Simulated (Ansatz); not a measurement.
# AlH6NOSi: up Jacob's ladder to CCSD(T)

One table from this session's results is given with a row withheld; the runs are named, their logs left out.

Computed with Ansatz 0.2.0, Gaussian basis. Level: functionals in def2-TZVPP, the program's frozen cores in correlated methods.

Plan: LDA (SPW92), PBE-D4, revPBE-D4, BLYP-D4, r2SCAN-D4, B97M-V, PBE0-D4, B3LYP-D4, r2SCANh-D4, r2SCAN0-D4, HSE06-D4, BHLYP-D4, CAM-B3LYP-D4, LC-ωPBE, ωB97X-V, ωB97M-V, B2PLYP, PBE-QIDH; CCSD(T)/def2-SVP; CCSD(T)/def2-TZVPP; MP2/def2-QZVPP; extrapolation to the limit; RPA on PBE.

**Structure used throughout**

An earlier PBE0-D4 in a triple-zeta def2 set relaxation fixed the geometry.

10 atoms, charge 0, spin multiplicity 1.

Atoms are counted from 1 here; the program's logs count them from 0.

Bond lengths: N1–Al2 1.771 Å, N1–H5 1.008 Å, N1–H6 1.008 Å, Al2–Si3 2.466 Å, Al2–H7 1.589 Å, Si3–O4 1.666 Å, Si3–H8 1.498 Å, Si3–H9 1.490 Å, O4–H10 0.958 Å. Angles: Al2–N1–H5 125.3°, Al2–N1–H6 124.5°, H5–N1–H6 110.1°, N1–Al2–Si3 115.9°, N1–Al2–H7 117.2°, Si3–Al2–H7 126.9°, Al2–Si3–O4 112.2°, Al2–Si3–H8 111.5°, Al2–Si3–H9 112.0°, O4–Si3–H8 110.3°, O4–Si3–H9 104.5°, H8–Si3–H9 106.0°, Si3–O4–H10 116.4°.

Geometry (Å):

```xyz
10
AlH6NOSi
N    -0.4435    1.9498   -0.4859
Al    0.1614    0.9325    0.8310
Si    0.4981   -1.4484    0.2848
O    -0.1178   -1.8432   -1.2124
H    -0.6388    2.9360   -0.4170
H    -0.5883    1.6326   -1.4312
H     0.4076    1.6329    2.2358
H    -0.0819   -2.3413    1.3382
H     1.9428   -1.8011    0.1976
H    -1.0565   -1.7010   -1.3379
```

Set-up of the first run:

File in.yaml:

```yaml
crystal:
  periodic: [false, false, false]
  atoms:
    - {symbol: N, position_ang: [-0.443456, 1.949836, -0.485909]}
    - {symbol: Al, position_ang: [0.161371, 0.932523, 0.830955]}
    - {symbol: Si, position_ang: [0.498125, -1.448376, 0.284802]}
    - {symbol: O, position_ang: [-0.117796, -1.843158, -1.212395]}
    - {symbol: H, position_ang: [-0.638774, 2.936041, -0.417004]}
    - {symbol: H, position_ang: [-0.588291, 1.632558, -1.431226]}
    - {symbol: H, position_ang: [0.407642, 1.632878, 2.235767]}
    - {symbol: H, position_ang: [-0.081863, -2.341329, 1.338209]}
    - {symbol: H, position_ang: [1.942764, -1.801076, 0.197565]}
    - {symbol: H, position_ang: [-1.056522, -1.700997, -1.337862]}
basis:
  gaussian: {orbitals: def2-TZVPP}
hamiltonian: {xc: lda}
output: {orbitals: {seedname: orbitals}}
```

Launch:

```
$ ansatz run in.yaml --threads 2 --pin off --events-out ev --progress --plain --max-ram 4352MiB
```

Steps of the session up to this table: LDA; PBE-D4 (GGA); revPBE-D4 (GGA); BLYP-D4 (GGA); r2SCAN-D4 (meta-GGA); B97M-V (meta-GGA); PBE0-D4 (hybrid); B3LYP-D4 (hybrid); r2SCANh-D4 (hybrid); r2SCAN0-D4 (hybrid); HSE06-D4 (hybrid); BHLYP-D4 (hybrid); CAM-B3LYP-D4 (range-separated); LC-ωPBE (range-separated); ωB97X-V (range-separated); ωB97M-V (range-separated); B2PLYP (double hybrid); PBE-QIDH (double hybrid).

One table of the session follows, with a row left open; its other results are not shown here.

It belongs to the step «Frontier levels by functional». 

| functional | HOMO (eV) | gap (eV) |
| --- | --- | --- |
| LDA (SPW92) | -5.97 | 3.85 |
| PBE-D4 | -5.90 | 3.97 |
| revPBE-D4 | -5.86 | 4.02 |
| BLYP-D4 | -5.79 | 4.00 |
| r2SCAN-D4 | -6.15 | 4.45 |
| B97M-V | -6.23 | 4.34 |
| PBE0-D4 | -7.07 | 5.87 |
| B3LYP-D4 | -6.88 | 5.52 |
| r2SCANh-D4 | ? | ? |
| r2SCAN0-D4 | -7.23 | 6.16 |
| HSE06-D4 | -6.67 | 5.11 |
| BHLYP-D4 | -8.15 | 7.75 |
| CAM-B3LYP-D4 | -8.37 | 8.14 |
| LC-ωPBE | -9.65 | 10.46 |
| ωB97X-V | -9.34 | 10.05 |
| ωB97M-V | -9.10 | 9.56 |

Q: Estimate the row for r2SCANh-D4 from the others.

Worked estimate for «HOMO (eV)». Against the share of exact exchange, r2SCAN-D4 (0, -6.15), r2SCAN0-D4 (0.25, -7.23) give a slope of -4.32 per unit share; at 0.1 the line stands at -6.58.

The run gave: HOMO (eV): -6.58; gap (eV): 5.14. In «HOMO (eV)» the line misses by 0.00.
